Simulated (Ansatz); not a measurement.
This script drives the Ansatz DFT code, driven from Python.

`field_fgeh4sb.py`
```python
"""Response of FGeH4Sb to a pair of distant point charges."""

import warnings

import ansatz as az
import numpy as np

params = {
    "basis": "def2-SVPD",
    "xc": "HF",
}

warnings.simplefilter("ignore", az.DeckWarning)

geometry_ang = [
    ("F", (-2.1699, 0.747, -0.0628)),
    ("Ge", (-0.7402, 0.0224, -0.623)),
    ("Sb", (1.2181, 0.8428, 0.8246)),
    ("H", (-0.7976, -1.5027, -0.4961)),
    ("H", (-0.4746, 0.3922, -2.1214)),
    ("H", (0.7135, -0.1238, 2.1967)),
    ("H", (2.312, -0.4458, 0.2363)),
]
system = az.Crystal.molecule()
for symbol, xyz in geometry_ang:
    system = system.atom(symbol, xyz)

job = (
    system.calculation()
    .basis(gaussian=params["basis"])  # atom-centred Gaussian functions
    .functional(params["xc"])
    .forces()  # minus the gradient of the free energy
)
# charges +q and -q at -R and +R make a nearly even field 2 k q / R^2 at the centre
centre = np.mean([site.position_ang for site in system.cartesian_sites], axis=0)
field = 2 * 14.399645 * 3.0 / 25.0 ** 2


def dipole(axis, sign):
    arm = 25.0 * np.eye(3)[axis]
    pair = [{"charge": sign * 3.0, "position_ang": (centre - arm).tolist()}, {"charge": -sign * 3.0, "position_ang": (centre + arm).tolist()}]
    deck = job.input().set(az.key.basis.gaussian.point_charges, pair)
    return np.array(az.Session.from_dict(deck).plan().execute().report["charge_distribution"]["dipole_moment_e_ang"])


print(f"field {field:.4f} V/A")
alpha = np.array([(dipole(axis, 1) - dipole(axis, -1)) / (2 * field) * 14.399645 for axis in range(3)])
print("polarisability tensor (A^3)")
print(np.array2string(alpha, precision=3, suppress_small=True))
print(f"mean {np.trace(alpha) / 3:.3f} A^3 = {np.trace(alpha) / 3 / 0.14818471:.2f} bohr^3")
```

It is started by `python field_fgeh4sb.py`. How long does it take on 1 thread of Arm Neoverse N1, on a shared host, and how much memory does it need?

It took about 49 s, with a peak of 0.36 GiB, for 6 runs of the engine.

```console
$ python field_fgeh4sb.py
field 0.1382 V/A
polarisability tensor (A^3)
[[11.776  0.703  1.545]
 [ 0.72  10.238  0.562]
 [ 1.552  0.545 11.481]]
mean 11.165 A^3 = 75.34 bohr^3
```

Reading the output:
- These settings explore the input space; basis and method may be short of convergence.
- The geometry is a force-field or estimated start, not a minimum of this method, and the basis set is short of its limit. The field of two point charges is only nearly even.
- def2 sets replace the cores of elements past krypton by effective core potentials.
